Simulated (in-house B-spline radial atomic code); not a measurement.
# Ho⁸⁺: excited configurations

Wanted: excitation energies of Ho⁸⁺ as differences of total energies (ΔSCF).

The numbers are computed with in-house B-spline radial atomic code version 1 (Dirac-Hartree-Fock, average of configuration, Fermi nucleus, basis-set limit), except any that are marked as measured or tabulated.

## (1) The system

| Quantity | Value |
| --- | --- |
| element | holmium (Z = 67) |
| charge | +8 |
| electrons | 59 |
| configuration | [Kr] 4d10 4f10 5s2 5p1 |
| Hamiltonian | Dirac-Coulomb |
| nucleus | Fermi, rms radius 5.202 fm |

Outer shells as boxes (Hund's rule):

[Kr] 4d10 4f10 5s2 5p1
```
[Kr] core
4d [↑↓][↑↓][↑↓][↑↓][↑↓]
4f [↑↓][↑↓][↑↓][↑ ][↑ ][↑ ][↑ ]
5s [↑↓]
5p [↑ ][  ][  ]
```

The boxes draw the filling by Hund's rule, which heavy ions in jj coupling don't follow; these runs average over all states of the configuration.

Settings, as recorded:

```ini
Z = 67
electrons = 59.0
configuration = [Kr] 4d10 4f10 5s2 5p1
hamiltonian = dirac
method = hf
spin_polarised = False
nucleus = fermi
rms_radius = 5.2022
mass_number = 165
atomic_mass = 164.930329116
speed_of_light = 137.035999084
```

From the earlier run of the reference: total energy -12603.362565 hartree. Levels, eight at most:

| orbital | occupation | energy (eV) | <r> (bohr) |
| --- | --- | --- | --- |
| 4p3/2 | 4 | -450.48 | 0.5589 |
| 4d3/2 | 4 | -310.35 | 0.5877 |
| 4d5/2 | 6 | -302.71 | 0.5983 |
| 5s1/2 | 2 | -166.44 | 1.192 |
| 5p1/2 | 0.333333 | -143.88 | 1.280 |
| 5p3/2 | 0.666667 | -136.92 | 1.340 |
| 4f5/2 | 4.28571 | -135.29 | 0.7100 |
| 4f7/2 | 5.71429 | -134.19 | 0.7175 |

## (2) Configuration [Kr] 4d10 4f10 5s2 9f1

Settings, as recorded:

```ini
Z = 67
electrons = 59.0
configuration = [Kr] 4d10 4f10 5s2 9f1
hamiltonian = dirac
method = hf
spin_polarised = False
nucleus = fermi
rms_radius = 5.2022
mass_number = 165
atomic_mass = 164.930329116
speed_of_light = 137.035999084
```

## (3) [Kr] 4d10 4f10 5s2 9p1

Changes to the settings of step 2:

```diff
@@ -2,3 +2,3 @@
 electrons = 59.0
-configuration = [Kr] 4d10 4f10 5s2 9f1
+configuration = [Kr] 4d10 4f10 5s2 9p1
 hamiltonian = dirac
```

## (4) Configuration [Kr] 4d9 4f10 5s2 5p1 9s1

Changes to the settings of step 3:

```diff
@@ -2,3 +2,3 @@
 electrons = 59.0
-configuration = [Kr] 4d10 4f10 5s2 9p1
+configuration = [Kr] 4d9 4f10 5s2 5p1 9s1
 hamiltonian = dirac
```

## (5) Configuration [Kr] 4d10 4f11 5s2

Changes to the settings of step 4:

```diff
@@ -2,3 +2,3 @@
 electrons = 59.0
-configuration = [Kr] 4d9 4f10 5s2 5p1 9s1
+configuration = [Kr] 4d10 4f11 5s2
 hamiltonian = dirac
```

## (6) [Kr] 4d9 4f10 5s2 5p1 5g1

Changes to the settings of step 5:

```diff
@@ -2,3 +2,3 @@
 electrons = 59.0
-configuration = [Kr] 4d10 4f11 5s2
+configuration = [Kr] 4d9 4f10 5s2 5p1 5g1
 hamiltonian = dirac
```

## (7) [Kr] 4d10 4f10 5s2 7p1

Changes to the settings of step 6:

```diff
@@ -2,3 +2,3 @@
 electrons = 59.0
-configuration = [Kr] 4d9 4f10 5s2 5p1 5g1
+configuration = [Kr] 4d10 4f10 5s2 7p1
 hamiltonian = dirac
```

Before running: How far above the reference does each configuration lie (order and size, in eV)?

As calculated:

| net move | configuration | energy above the reference (eV) | with Breit, QED, recoil (eV) | largest <r> (bohr) |
| --- | --- | --- | --- | --- |
| 5p → 4f | [Kr] 4d10 4f11 5s2 | 14.721 | 14.506 | 1.20 |
| 5p → 7p | [Kr] 4d10 4f10 5s2 7p1 | 93.781 | 93.668 | 4.06 |
| 5p → 9p | [Kr] 4d10 4f10 5s2 9p1 | 116.10 | 115.97 | 8.06 |
| 5p → 9f | [Kr] 4d10 4f10 5s2 9f1 | 122.43 | 122.30 | 10.6 |
| 4d → 5g | [Kr] 4d9 4f10 5s2 5p1 5g1 | 255.50 | 255.33 | 2.95 |
| 4d → 9s | [Kr] 4d9 4f10 5s2 5p1 9s1 | 275.49 | 275.33 | 7.47 |

Quantum defects of the promoted electron, δ = n − ζ/√(−2ε) with ζ = 9 and ε its orbital energy in hartree:

| promotion | δ |
| --- | --- |
| 5p → 7p | 2.053 |
| 5p → 9p | 2.034 |
| 5p → 9f | 0.797 |
| 4d → 9s | 2.320 |

What this shows: The lowest of them is 5p → 4f at 14.721 eV and the highest 4d → 9s at 275.49 eV. 2 of them lie more than 2 % above the ionisation threshold that Koopmans' theorem gives (134.19 eV), where such states can decay by emitting an electron. Of those tabulated, the defect is largest for 9s (2.32) and least for 9f (0.80): low angular momentum penetrates the core, high angular momentum stays outside it. Two partly filled shells share a symmetry and can mix in the average, which may lower the energy, for: 5p → 9f. These are averages over configurations, without correlation, not spectroscopic levels.
